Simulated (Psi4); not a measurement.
**GaCl (SMILES [Cl][Ga]) at B3LYP/6-31G(d) (Cartesian functions)**

What is the vertical singlet–triplet gap of GaCl at B3LYP/6-31G* (Cartesian functions)? 

Program for the calculation: Psi4 1.11.

2 further runs of the same task are left out: 2 that didn't finish.

## 1. Starting point

GaCl: 2 atoms, total charge 0, spin state singlet. SMILES: `[Cl][Ga]`. Geometry: relaxed at PBE0-D4/def2-TZVP.

Bond lengths: Cl1–Ga2 2.216 Å.

## 2. Energy and gradient at B3LYP/6-31G(d) (Cartesian functions)

File clga.in:

```
memory 1600 mb

molecule {
  Cl     0.000000     0.000000    -0.023560
  Ga     0.000000     0.000000     2.192160
  symmetry c1
}

set {
  reference rks
  puream false
  e_convergence 1e-09
  d_convergence 1e-08
  scf_type pk
  dft_radial_points 99
  dft_spherical_points 590
}

e, wfn = gradient("b3lyp/6-31G*", return_wfn=True)
print_variables()
```

The run is started by

```
$ psi4 -i clga.in -o clga.out -n 1
```

clga.out, shortened:

```text
[...]
  Running in c1 symmetry.
[...]
  Nuclear repulsion =  125.862649623187977
[...]
  Multiplicity = 1
[...]
  Nalpha       = 24
  Nbeta        = 24
[...]
    Number of basis functions: 54
[...]
   @RKS iter   1: -2382.86878254725207   -1.65277e+00   5.83652e-02 DIIS/ADIIS
[...]
   @RKS iter  12: -2384.89883273311261    3.18323e-12   9.76396e-10 DIIS
[...]
    Orbital Energies [Eh]
    ---------------------
    Doubly Occupied:
       1A   -372.588048     2A   -101.513452     3A    -45.971328
       4A    -40.726841     5A    -40.726841     6A    -40.725174
       7A     -9.431457     8A     -7.190439     9A     -7.187886
      10A     -7.187886    11A     -5.535017    12A     -3.817208
      13A     -3.817208    14A     -3.812552    15A     -0.854921
      16A     -0.849766    17A     -0.849765    18A     -0.846335
      19A     -0.846335    20A     -0.778617    21A     -0.415561
      22A     -0.311746    23A     -0.311746    24A     -0.270839
[...]
  @RKS Final Energy: -2384.89883273311261
   => Energetics <=
    Nuclear Repulsion Energy =            125.8626496231879770
    One-Electron Energy =               -3569.7758060123796895
    Two-Electron Energy =                1142.1508465919746413
    DFT Exchange-Correlation Energy =     -83.1365229358956697
    Empirical Dispersion Energy =           0.0000000000000000
    VV10 Nonlocal Energy =                  0.0000000000000000
    Total Energy =                      -2384.8988327331126129
[...]
 Multipole Moments:
 ------------------------------------------------------------------------------------
     Multipole            Electronic (a.u.)      Nuclear  (a.u.)        Total (a.u.)
 ------------------------------------------------------------------------------------
 L = 1.  Multiply by 2.5417464519 to convert [e a0] to [Debye]
 Dipole X            :         -0.0000000            0.0000000           -0.0000000
 Dipole Y            :         -0.0000000            0.0000000           -0.0000000
 Dipole Z            :          4.4619739           -3.5344566            0.9275173
 Magnitude           :                                                    0.9275173
[...]
  -Total Gradient:
     Atom            X                  Y                   Z
    ------   -----------------  -----------------  -----------------
       1        0.000000000000     0.000000000000     0.009042757461
       2        0.000000000001     0.000000000001    -0.009046051119
[...]
```

Run time: 6 s. Hardware: 1 thread of Intel Xeon Platinum 8488C (Sapphire Rapids), shared host; peak memory 0.36 GiB.

## 3. The triplet: a single-point energy at UB3LYP/6-31G(d) (Cartesian functions)

File calc.dat:

```
memory 1.6 GB

molecule molecule1 {
  0 3
  Cl
  Ga 1 r2

  r2 = 2.21572
  symmetry c1
  no_reorient
  no_com
}

set {
  basis 6-31G*
  reference uks
  puream false
  e_convergence 1e-09
  d_convergence 1e-08
  scf_type pk
  dft_radial_points 99
  dft_spherical_points 590
  maxiter 100
}

energy_value, wavefunction = energy("b3lyp", return_wfn=True)
oeprop(wavefunction, "MULLIKEN_CHARGES", "LOWDIN_CHARGES", "DIPOLE", title="B3LYP")
```

The run is started by

```
$ psi4 -n 1 calc.dat calc.out
```

calc.out, shortened:

```text
[...]
  Running in c1 symmetry.
[...]
  Nuclear repulsion =  125.862649623187949
[...]
  Multiplicity = 3
[...]
  Nalpha       = 25
  Nbeta        = 23
[...]
    Number of basis functions: 54
[...]
   @UKS iter   1: -2382.41246010787108   -1.19645e+00   5.93867e-02 ADIIS/DIIS
[...]
   @UKS iter  13: -2384.76228527726289   -3.18323e-12   2.62498e-09 DIIS
[...]
   @S^2 Observed:                2.002968843E+00
[...]
  @UKS Final Energy: -2384.76228527726289
   => Energetics <=
    Nuclear Repulsion Energy =            125.8626496231879486
    One-Electron Energy =               -3568.3181836611097424
    Two-Electron Energy =                1140.7980042258188860
    DFT Exchange-Correlation Energy =     -83.1047554651597693
    Empirical Dispersion Energy =           0.0000000000000000
    VV10 Nonlocal Energy =                  0.0000000000000000
    Total Energy =                      -2384.7622852772628903
[...]
 Multipole Moments:
 ------------------------------------------------------------------------------------
     Multipole            Electronic (a.u.)      Nuclear  (a.u.)        Total (a.u.)
 ------------------------------------------------------------------------------------
 L = 1.  Multiply by 2.5417464519 to convert [e a0] to [Debye]
 Dipole X            :         -0.0000000            0.0000000           -0.0000000
 Dipole Y            :         -0.0000000            0.0000000           -0.0000000
 Dipole Z            :          4.2058808           -3.5344566            0.6714242
 Magnitude           :                                                    0.6714242
[...]
  Mulliken Charges: (a.u.)
   Center  Symbol    Alpha    Beta     Spin     Total
       1    CL     8.70235  8.38981  0.31255 -0.09216
       2    GA    16.29765 14.61019  1.68745  0.09216
   Total alpha = 25.00000, Total beta = 23.00000, Total charge = -0.00000
  Lowdin Charges: (a.u.)
   Center  Symbol    Alpha    Beta     Spin     Total
       1    CL     8.67849  8.34044  0.33805 -0.01893
       2    GA    16.32151 14.65956  1.66195  0.01893
  Total alpha = 25.00000, Total beta = 23.00000, Total charge = -0.00000
[...]
```

It took 6.3 s on 1 thread of Intel Xeon Platinum 8488C (Sapphire Rapids), shared host; peak memory 0.36 GiB.

## 4. Summary of results

Level: B3LYP/6-31G* (Cartesian functions).

```
                                        quantity           value
                           singlet: total energy  -2384.89883 Eh
                          singlet: dipole moment          2.36 D
                            singlet: HOMO energy        -7.37 eV
                            singlet: LUMO energy        -1.93 eV
                          singlet: HOMO–LUMO gap         5.44 eV
               singlet: largest force on an atom      0.465 eV/Å
                           triplet: total energy  -2384.76229 Eh
                          triplet: dipole moment          1.71 D
     triplet: HOMO energy (highest over α and β)        -3.92 eV
                                   triplet: ⟨S²⟩           2.003
vertical energy of the triplet above the singlet        3.716 eV
```

What this shows: At this shape the triplet lies 3.72 eV (359 kJ/mol) above the singlet. The largest force (singlet) is 0.47 eV/Å: the shape isn't a stationary point for this species at this level.
